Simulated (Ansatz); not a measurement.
# CH8BGaGe: basis-set convergence

An exercise on one series of results from a longer session: the logs are not shown, and one member is left open.

Method: one geometry, several basis sets; program: Ansatz 0.2.0, Gaussian basis.

Levels to be run: PBE0-D4/def2-SVP; ωB97M-V/def2-SVP; PBE0-D4/def2-QZVPP; ωB97M-V/def2-QZVPP; the functionals' def2-TZVPP values are taken from earlier runs.

## The relaxed structure

All runs share one geometry, relaxed beforehand with PBE0-D4 in a triple-zeta def2 set.

12 atoms, charge 0, spin multiplicity 1.

Atoms are counted from 1 here; the program's logs count them from 0.

Bond lengths: B1–Ga2 2.059 Å, B1–H5 1.199 Å, B1–H6 1.199 Å, Ga2–Ge3 2.461 Å, Ga2–H7 1.578 Å, Ge3–C4 1.964 Å, Ge3–H8 1.547 Å, Ge3–H9 1.548 Å, C4–H10 1.091 Å, C4–H11 1.091 Å, C4–H12 1.091 Å. Angles: Ga2–B1–H5 122.0°, Ga2–B1–H6 121.9°, H5–B1–H6 116.0°, B1–Ga2–Ge3 121.3°, B1–Ga2–H7 123.0°, Ge3–Ga2–H7 115.7°, Ga2–Ge3–C4 114.1°, Ga2–Ge3–H8 110.5°, Ga2–Ge3–H9 108.9°, C4–Ge3–H8 108.7°, C4–Ge3–H9 108.5°, H8–Ge3–H9 105.6°, Ge3–C4–H10 110.4°, Ge3–C4–H11 110.2°, Ge3–C4–H12 110.1°, H10–C4–H11 108.8°, H10–C4–H12 108.9°, H11–C4–H12 108.5°.

Geometry (Å):

```csv
atom,x (Å),y (Å),z (Å)
B1,-0.8935,2.9555,0.6499
Ga2,0.3738,1.3503,0.4128
Ge3,-0.4468,-0.8140,-0.4221
C4,0.8746,-2.2637,-0.3298
H5,-1.1187,3.7247,-0.2413
H6,-1.4889,3.1473,1.6724
H7,1.9172,1.4180,0.7366
H8,-1.7144,-1.2486,0.3506
H9,-0.8928,-0.6478,-1.8952
H10,0.4545,-3.1862,-0.7327
H11,1.1731,-2.4364,0.7048
H12,1.7619,-1.9992,-0.9060
```

The first run:

Contents of in.yaml:

```yaml
crystal:
  periodic: [false, false, false]
  atoms:
    - {symbol: B, position_ang: [-0.893483, 2.955488, 0.649904]}
    - {symbol: Ga, position_ang: [0.373846, 1.350295, 0.412806]}
    - {symbol: Ge, position_ang: [-0.446832, -0.813952, -0.422121]}
    - {symbol: C, position_ang: [0.874595, -2.263700, -0.329811]}
    - {symbol: H, position_ang: [-1.118719, 3.724721, -0.241297]}
    - {symbol: H, position_ang: [-1.488933, 3.147334, 1.672379]}
    - {symbol: H, position_ang: [1.917244, 1.418016, 0.736556]}
    - {symbol: H, position_ang: [-1.714392, -1.248585, 0.350638]}
    - {symbol: H, position_ang: [-0.892849, -0.647829, -1.895157]}
    - {symbol: H, position_ang: [0.454500, -3.186198, -0.732734]}
    - {symbol: H, position_ang: [1.173098, -2.436379, 0.704787]}
    - {symbol: H, position_ang: [1.761904, -1.999191, -0.905951]}
basis:
  gaussian: {orbitals: def2-SVP}
hamiltonian: {xc: pbe0, dispersion: d4}
output: {orbitals: {seedname: orbitals}}
```

The run is started by

```console
$ ansatz run in.yaml --threads 2 --pin off --events-out ev --progress --plain --max-ram 32768MiB --backend cpu
```

Steps of the session up to this table: PBE0-D4 in def2-SVP; ωB97M-V in def2-SVP; PBE0-D4 in def2-QZVPP; ωB97M-V in def2-QZVPP.

One of the session's tables, all rows but one given; the rest of the session is left out.

It belongs to the step «Density functionals: the series». 

| functional | basis | HOMO (eV) | LUMO (eV) |
| --- | --- | --- | --- |
| PBE0-D4 | def2-SVP | -6.92 | -2.15 |
| PBE0-D4 | def2-TZVPP | -6.94 | -2.20 |
| PBE0-D4 | def2-QZVPP | -6.94 | -2.22 |
| ωB97M-V | def2-SVP | -8.88 | -0.16 |
| ωB97M-V | def2-TZVPP | ? | ? |
| ωB97M-V | def2-QZVPP | -8.92 | -0.38 |

Q: Estimate the row for ωB97M-V, def2-TZVPP from the others.

**Answer.** HOMO (eV): -8.92; LUMO (eV): -0.33.
